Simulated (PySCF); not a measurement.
# CH6ClNSi (SMILES C[SiH](N)Cl) at PBE/6-31G(d) (spherical functions)

Aim: the vertical ionisation energy of CH6ClNSi at PBE/6-31G* (spherical functions), from 2 runs. 

Program for the calculation: PySCF 2.14.0.

3 further runs of the same task are left out: 3 set aside as unsound or not needed.

## Step 1: The structure to begin with

CH6ClNSi: 10 atoms, total charge 0, spin state singlet. As SMILES, `C[SiH](N)Cl`. Geometry: relaxed at PBE0-D4/def2-TZVP. This is one conformer, not always the lowest.

Bond lengths: C1–Si2 1.853 Å, Si2–N3 1.706 Å, Si2–Cl4 2.081 Å, C1–H5 1.092 Å, C1–H6 1.092 Å, C1–H7 1.093 Å, Si2–H8 1.480 Å, N3–H9 1.008 Å, N3–H10 1.008 Å. Some angles: C1–Si2–N3 110.0°, C1–Si2–Cl4 106.9°, N3–Si2–Cl4 113.8°, C1–Si2–H8 113.9°, N3–Si2–H8 107.4°, Cl4–Si2–H8 105.0°, Si2–C1–H5 110.6°, Si2–C1–H6 110.4°, Si2–C1–H7 110.6°, Si2–N3–H9 120.0°.

## Step 2: The energy at PBE/6-31G(d) (spherical functions)

start.xyz

```xyz
10

C     -0.924300     0.960300    -0.429600
Si    -0.055600    -0.637600    -0.073400
N      1.200800    -0.379200     1.050800
Cl     0.594900    -1.392500    -1.900800
H     -1.720000     0.809500    -1.161600
H     -1.359500     1.369700     0.485000
H     -0.226900     1.694300    -0.841400
H     -0.936500    -1.689500     0.482600
H      1.847500     0.382600     0.917600
H      1.662700    -1.168700     1.473800
```

run.py

```python
# C[SiH](N)Cl
from pyscf import gto, dft

mol = gto.M(
    atom='start.xyz',
    verbose=3,
    spin=0,
    basis='6-31g*',
    max_memory=1860,
    charge=0,
)

mf = dft.RKS(mol, xc='pbe')
mf.grids.level = 5
mf.conv_tol = 1e-10
mf.kernel()
if not mf.converged:
    mf = mf.newton().run(mf.mo_coeff, mf.mo_occ)

energy = mf.e_tot
print(f'total energy: {energy:.8f} hartree')
```

The run is started by

```sh
$ OMP_NUM_THREADS=1 python run.py
```

Output:

```text
converged SCF energy = -845.733564090137
total energy: -845.73356409 hartree
```

It took 18 s on 1 thread of Arm Neoverse V2, shared host; peak memory 0.4 GiB.

## Step 3: The doublet cation

run.py

```python
from pyscf import gto, dft

mol = gto.M(
    atom='''
C   -0.924300   0.960300  -0.429600
Si  -0.055600  -0.637600  -0.073400
N    1.200800  -0.379200   1.050800
Cl   0.594900  -1.392500  -1.900800
H   -1.720000   0.809500  -1.161600
H   -1.359500   1.369700   0.485000
H   -0.226900   1.694300  -0.841400
H   -0.936500  -1.689500   0.482600
H    1.847500   0.382600   0.917600
H    1.662700  -1.168700   1.473800
''',
    spin=1,
    max_memory=1860,
    verbose=4,
    charge=1,
    basis='6-31g*',
)

calc0 = dft.UKS(mol, xc='pbe')
calc0.grids.level = 5
calc0.conv_tol = 1e-10
calc0.kernel()
if not calc0.converged:
    calc0 = calc0.newton().run(calc0.mo_coeff, calc0.mo_occ)

etot = calc0.e_tot
print(f'total energy: {etot:.8f} hartree')
```

The run is started by

```sh
$ OMP_NUM_THREADS=1 python run.py
```

Output:

```text
PySCF version 2.14.0

[INPUT] num. atoms = 10
[INPUT] num. electrons = 49
[INPUT] charge = 1
[INPUT] spin (= nelec alpha-beta = 2S) = 1
[INPUT] symmetry False subgroup None
[INPUT] Mole.unit = angstrom
[INPUT] Symbol           X                Y                Z      unit          X                Y                Z       unit  Magmom
[INPUT]  1 C     -0.924300000000   0.960300000000  -0.429600000000 AA   -1.746673856935   1.814703997420  -0.811826343113 Bohr   0.0
[INPUT]  2 Si    -0.055600000000  -0.637600000000  -0.073400000000 AA   -0.105068772526  -1.204889377023  -0.138705897543 Bohr   0.0
[INPUT]  3 N      1.200800000000  -0.379200000000   1.050800000000 AA    2.269183130378  -0.716584146435   1.985724211693 Bohr   0.0
[INPUT]  4 Cl     0.594900000000  -1.392500000000  -1.900800000000 AA    1.124198071504  -2.631443628457  -3.591991417573 Bohr   0.0
[INPUT]  5 H     -1.720000000000   0.809500000000  -1.161600000000 AA   -3.250328934252   1.529733297835  -2.195105866295 Bohr   0.0
[INPUT]  6 H     -1.359500000000   1.369700000000   0.485000000000 AA   -2.569082666346   2.588357872817   0.916517170414 Bohr   0.0
[INPUT]  7 H     -0.226900000000   1.694300000000  -0.841400000000 AA   -0.428778857664   3.201762972851  -1.590015561209 Bohr   0.0
[INPUT]  8 H     -0.936500000000  -1.689500000000   0.482600000000 AA   -1.769728515655  -3.192692287453   0.911981827715 Bohr   0.0
[INPUT]  9 H      1.847500000000   0.382600000000   0.917600000000 AA    3.491269015134   0.723009215259   1.734012691901 Bohr   0.0
[INPUT] 10 H      1.662700000000  -1.168700000000   1.473800000000 AA    3.142047627314  -2.208522921779   2.785078362384 Bohr   0.0

nuclear repulsion = 222.145996827606
number of shells = 40
number of NR pGTOs = 180
number of NR cGTOs = 76
basis = 6-31g*
ecp = {}

******** <class 'pyscf.dft.uks.UKS'> ********
method = UKS
initial guess = minao
damping factor = 0
level_shift factor = 0
DIIS = <class 'pyscf.scf.diis.CDIIS'>
diis_start_cycle = 1
diis_space = 8
diis_damp = 0
SCF conv_tol = 1e-10
SCF conv_tol_grad = None
SCF max_cycles = 50
direct_scf = True
direct_scf_tol = 1e-13
number electrons alpha = 25  beta = 24
XC library pyscf.dft.libxc version 7.0.0
    S. Lehtola, C. Steigemann, M. J.T. Oliveira, and M. A.L. Marques.,  SoftwareX 7, 1–5 (2018)
XC functionals = pbe
    J. P. Perdew, K. Burke, and M. Ernzerhof.,  Phys. Rev. Lett. 77, 3865 (1996)
    J. P. Perdew, K. Burke, and M. Ernzerhof.,  Phys. Rev. Lett. 78, 1396 (1997)
    J. P. Perdew, K. Burke, and M. Ernzerhof.,  Phys. Rev. Lett. 77, 3865 (1996)
    J. P. Perdew, K. Burke, and M. Ernzerhof.,  Phys. Rev. Lett. 78, 1396 (1997)
radial grids:
    Treutler-Ahlrichs [JCP 102, 346 (1995); DOI:10.1063/1.469408] (M4) radial grids

becke partition: Becke, JCP 88, 2547 (1988); DOI:10.1063/1.454033
pruning grids: <function nwchem_prune>
grids dens level: 5
symmetrized grids: False
atomic radii adjust function: <function treutler_atomic_radii_adjust>
small_rho_cutoff = 0
Set gradient conv threshold to 1e-05
tot grids = 312936
init E= -845.844300125488
[... the frontier-level lines of each cycle are left out ...]


cycle= 1 E= -845.294973839871  delta_E= 0.549  |g|= 0.351  |ddm|= 1.96
cycle= 2 E= -844.946929133421  delta_E= 0.348  |g|= 0.819  |ddm|= 1.41
cycle= 3 E= -845.337551799452  delta_E= -0.391  |g|= 0.268  |ddm|= 1.22
cycle= 4 E= -845.282855095308  delta_E= 0.0547  |g|= 0.355  |ddm|= 1.05



cycle= 5 E= -845.3686828322  delta_E= -0.0858  |g|= 0.11  |ddm|= 1.04
cycle= 6 E= -845.314617275829  delta_E= 0.0541  |g|= 0.273  |ddm|= 1.03
cycle= 7 E= -845.36932021314  delta_E= -0.0547  |g|= 0.118  |ddm|= 1.01



cycle= 8 E= -845.368326089855  delta_E= 0.000994  |g|= 0.122  |ddm|= 0.737
cycle= 9 E= -845.31681329627  delta_E= 0.0515  |g|= 0.269  |ddm|= 0.623



cycle= 10 E= -845.352178325369  delta_E= -0.0354  |g|= 0.183  |ddm|= 0.509
[... cycles 11 to 35 left out ...]
cycle= 36 E= -845.38060338866  delta_E= -6.03e-05  |g|= 0.0106  |ddm|= 0.00905



cycle= 37 E= -845.380689233543  delta_E= -8.58e-05  |g|= 0.00277  |ddm|= 0.0226



cycle= 38 E= -845.380674149442  delta_E= 1.51e-05  |g|= 0.0051  |ddm|= 0.00703



cycle= 39 E= -845.380694411666  delta_E= -2.03e-05  |g|= 0.00107  |ddm|= 0.0179



cycle= 40 E= -845.380695329456  delta_E= -9.18e-07  |g|= 0.000142  |ddm|= 0.00351



cycle= 41 E= -845.380695303895  delta_E= 2.56e-08  |g|= 0.000227  |ddm|= 0.000247



cycle= 42 E= -845.380695341453  delta_E= -3.76e-08  |g|= 7.32e-05  |ddm|= 0.000446



cycle= 43 E= -845.380695344808  delta_E= -3.36e-09  |g|= 3.48e-05  |ddm|= 0.000307



cycle= 44 E= -845.380695345784  delta_E= -9.76e-10  |g|= 2.92e-06  |ddm|= 0.000107



cycle= 45 E= -845.380695345787  delta_E= -3.18e-12  |g|= 2.1e-06  |ddm|= 1.44e-05



Extra cycle  E= -845.380695172765  delta_E= 1.73e-07  |g|= 0.000461  |ddm|= 0.00133
SCF not converged.
SCF energy = -845.380695172765 after 50 cycles  <S^2> = 0.75292544  2S+1 = 2.0029233

******** <class 'pyscf.soscf.newton_ah.SecondOrderUKS'> ********
method = SecondOrderUKS
initial guess = minao
damping factor = 0
level_shift factor = 0
DIIS = <class 'pyscf.scf.diis.CDIIS'>
diis_start_cycle = 1
diis_space = 8
diis_damp = 0
SCF conv_tol = 1e-10
SCF conv_tol_grad = None
SCF max_cycles = 50
direct_scf = True
direct_scf_tol = 1e-13
number electrons alpha = 25  beta = 24
XC library pyscf.dft.libxc version 7.0.0
    S. Lehtola, C. Steigemann, M. J.T. Oliveira, and M. A.L. Marques.,  SoftwareX 7, 1–5 (2018)
XC functionals = pbe
    J. P. Perdew, K. Burke, and M. Ernzerhof.,  Phys. Rev. Lett. 77, 3865 (1996)
    J. P. Perdew, K. Burke, and M. Ernzerhof.,  Phys. Rev. Lett. 78, 1396 (1997)
    J. P. Perdew, K. Burke, and M. Ernzerhof.,  Phys. Rev. Lett. 77, 3865 (1996)
    J. P. Perdew, K. Burke, and M. Ernzerhof.,  Phys. Rev. Lett. 78, 1396 (1997)
radial grids:
    Treutler-Ahlrichs [JCP 102, 346 (1995); DOI:10.1063/1.469408] (M4) radial grids

becke partition: Becke, JCP 88, 2547 (1988); DOI:10.1063/1.454033
pruning grids: <function nwchem_prune>
grids dens level: 5
symmetrized grids: False
atomic radii adjust function: <function treutler_atomic_radii_adjust>
small_rho_cutoff = 0
******** <class 'pyscf.dft.uks.UKS'> Newton solver flags ********
SCF tol = 1e-10
conv_tol_grad = None
max. SCF cycles = 50
direct_scf = True
direct_scf_tol = 1e-13
max_cycle_inner = 12
max_stepsize = 0.05
ah_start_tol = 1e+09
ah_level_shift = 0
ah_conv_tol = 1e-12
ah_lindep = 1e-14
ah_start_cycle = 1
ah_max_cycle = 40
ah_grad_trust_region = 2.5
kf_interval = 4
kf_trust_region = 5
canonicalization = True
Set conv_tol_grad to 1e-05



Initial guess E= -845.380695172765  |g|= 0.000461295
macro= 0  E= -845.380695345793  delta_E= -1.73029e-07  |g|= 0.000461295  1 KF 3 JK
macro= 1  E= -845.380695345788  delta_E= 5.22959e-12  |g|= 1.40638e-06  1 KF 2 JK
Canonicalize SCF orbitals
macro X = 2  E=-845.380695345788  |g|= 1.40638e-06  total 3 KF 8 JK
converged SCF energy = -845.380695345788  <S^2> = 0.7529279  2S+1 = 2.0029258
total energy: -845.38069535 hartree
```

It took 2 min on 1 thread of Arm Neoverse V2, shared host; peak memory 0.69 GiB.

## Step 4: What came out

At PBE/6-31G* (spherical functions):

| quantity | value |
| --- | --- |
| singlet CH6ClNSi: total energy | -845.73356 Eh |
| singlet CH6ClNSi: dipole moment | 2.38 D |
| singlet CH6ClNSi: HOMO energy | -6.14 eV |
| singlet CH6ClNSi: LUMO energy | 0.60 eV |
| singlet CH6ClNSi: HOMO–LUMO gap | 6.74 eV |
| doublet cation: total energy | -845.38070 Eh |
| doublet cation: HOMO energy (highest over α and β) | -12.81 eV |
| doublet cation: LUMO energy (lowest over α and β) | -12.79 eV |
| doublet cation: ⟨S²⟩ | 0.753 |
| vertical ionisation energy (to the doublet cation) | 9.602 eV |

What this shows: Removing an electron at fixed nuclei costs 9.60 eV (221 kcal/mol). −ε(HOMO) before ionisation, 6.14 eV, is 3.46 eV below this ionisation energy. Mulliken charges (doublet cation) run from -0.73 on C1 to +0.60 on Si2.
